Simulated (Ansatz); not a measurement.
# CH5AsS, SMILES CS[AsH2]: a rigid scan of one bond angle

Computed with the Python package of Ansatz (0.2.0).

The cells in order, each with its output:

**Cell 1**
```python
import ansatz as az
from ase import Atoms

atoms = Atoms(["C", "S", "As", "H", "H", "H", "H", "H"], positions=[
    (-0.6235, 1.0138, -0.3518),
    (-0.7555, -0.1906, 0.9554),
    (0.6116, -1.6094, -0.1364),
    (-0.9695, 0.6372, -1.3195),
    (0.3755, 1.4011, -0.51),
    (-1.3098, 1.9388, -0.0877),
    (1.9266, -0.7541, 0.2539),
    (0.8367, -2.4939, 1.1402),
])
```

**Cell 2**
```python
# start the scan from a relaxed geometry
first = (
    az.Crystal.molecule_from_ase(atoms).calculation()
    .basis(gaussian="def2-SVP")
    .functional("HF")
    .relax(force_tolerance=0.02, max_steps=80)
)
atoms.positions = first.run().report["positions_ang"]
```

**Cell 3**
```python
rows = []
for angle in [85, 95, 105, 115, 125, 140, 160]:
    bent = atoms.copy()
    bent.set_angle(2, 1, 0, angle, indices=[0, 3, 4, 5])
    calc = az.Crystal.molecule_from_ase(bent).calculation().basis(gaussian="def2-SVP").functional("HF")
    rows.append((angle, calc.run().report["free_energy_ev"]))
floor = min(e for _, e in rows)
for angle, e in rows:
    print(f"angle As2-S1-C0 = {angle:3d} deg   {1000 * (e - floor):9.1f} meV")
```
Output:
```text
angle As2-S1-C0 =  85 deg       293.7 meV
angle As2-S1-C0 =  95 deg        15.7 meV
angle As2-S1-C0 = 105 deg         0.0 meV
angle As2-S1-C0 = 115 deg       166.6 meV
angle As2-S1-C0 = 125 deg       472.4 meV
angle As2-S1-C0 = 140 deg      1124.9 meV
angle As2-S1-C0 = 160 deg      2145.4 meV
```

Reading the output:
- These settings explore the input space; basis and method may be short of convergence.
- The scan is rigid, and the energies are electronic, in a modest basis. The zero is the lowest point of the grid, which needn't be the minimum.
- The whole script took 38 s on 1 thread of Arm Neoverse V2, with other jobs on the host, peak memory 0.25 GiB.
